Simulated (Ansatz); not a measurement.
Predict the output of the script below (Ansatz 0.2.0 through its Python package).

`hgte.extxyz`
```text
2
Lattice="0.0 3.2145 3.2145 3.2145 0.0 3.2145 3.2145 3.2145 0.0" Properties=species:S:1:pos:R:3 pbc="T T T"
Hg    0.00000000    0.00000000    0.00000000
Te    1.60725000    1.60725000    1.60725000
```

`convert_hgte.py`
```python
"""Write the input file for HgTe without running it."""

import ansatz as az

structure = az.Crystal.from_extxyz("hgte.extxyz")

calculation = (
    structure.calculation()
    .functional(az.Functional.PBESOL)
    .kpoints(5, 5, 5)
    .occupations(az.OccupationsMethod.FIXED)
    .relax(cell=True, pressure=2)
)
print(calculation.to_yaml())
```

```console
$ python convert_hgte.py
crystal:
  lattice:
    - [0.0, 3.2145, 3.2145]
    - [3.2145, 0.0, 3.2145]
    - [3.2145, 3.2145, 0.0]
  atoms:
    - { symbol: Hg, position: [0.0, 0.0, 0.0] }
    - { symbol: Te, position: [0.25, 0.25, 0.25] }
kpoints:
  mp_grid:
    grid: [5, 5, 5]
hamiltonian:
  xc: pbesol
scf:
  occupations:
    method: fixed
relax:
  cell:
    p_target: 2.0
```

The input is only written out: it wasn't run, and its settings aren't tested. Fixed occupations are right only where the crystal has a gap.
